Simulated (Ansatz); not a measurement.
# CH4FSeSi: the cost of one run

Computed with Ansatz 0.2.0, Gaussian basis. Level: the settings change from run to run.

## Step 1: The geometry

An earlier PBE0-D4 in a triple-zeta def2 set relaxation fixed the geometry.

8 atoms, charge 0, spin multiplicity 2.

Atoms are counted from 1 here; the program's logs count them from 0.

Bond lengths: C1–Si2 1.866 Å, C1–H5 1.092 Å, C1–H6 1.092 Å, C1–H7 1.094 Å, Si2–F3 1.609 Å, Si2–Se4 2.279 Å, Se4–H8 1.468 Å. Angles: Si2–C1–H5 110.5°, Si2–C1–H6 110.2°, Si2–C1–H7 110.0°, H5–C1–H6 108.7°, H5–C1–H7 109.0°, H6–C1–H7 108.4°, C1–Si2–F3 107.8°, C1–Si2–Se4 107.5°, F3–Si2–Se4 110.9°, Si2–Se4–H8 93.0°.

## Step 2: wB97M-V/def2-TZVP

File in.yaml:

```yaml
crystal:
  periodic: [false, false, false]
  atoms:
    - {symbol: C, position_ang: [-0.141747, 1.198778, -0.398447]}
    - {symbol: Si, position_ang: [0.056190, -0.265624, 0.740323]}
    - {symbol: F, position_ang: [1.599786, -0.337637, 1.187078]}
    - {symbol: Se, position_ang: [-0.541563, -2.129037, -0.428601]}
    - {symbol: H, position_ang: [-1.174903, 1.278857, -0.741505]}
    - {symbol: H, position_ang: [0.126905, 2.119990, 0.122492]}
    - {symbol: H, position_ang: [0.514798, 1.088380, -1.266542]}
    - {symbol: H, position_ang: [-0.347366, -3.010908, 0.729302]}
basis:
  gaussian: {orbitals: def2-TZVP}
magnetization: {spin_polarized: true, initial_magnetization: 1}
hamiltonian: {xc: {name: wB97M-V}}
output: {forces: true}
```

On the command line:

```bash
$ ansatz run in.yaml --threads 2 --pin off --events-out ev --progress --plain --max-ram 22528MiB --backend cpu
```

Q: Estimate wall time and peak memory on 2 threads of AMD EPYC 7R13, shared host.

About 19 s, with a peak of 0.86 GiB.
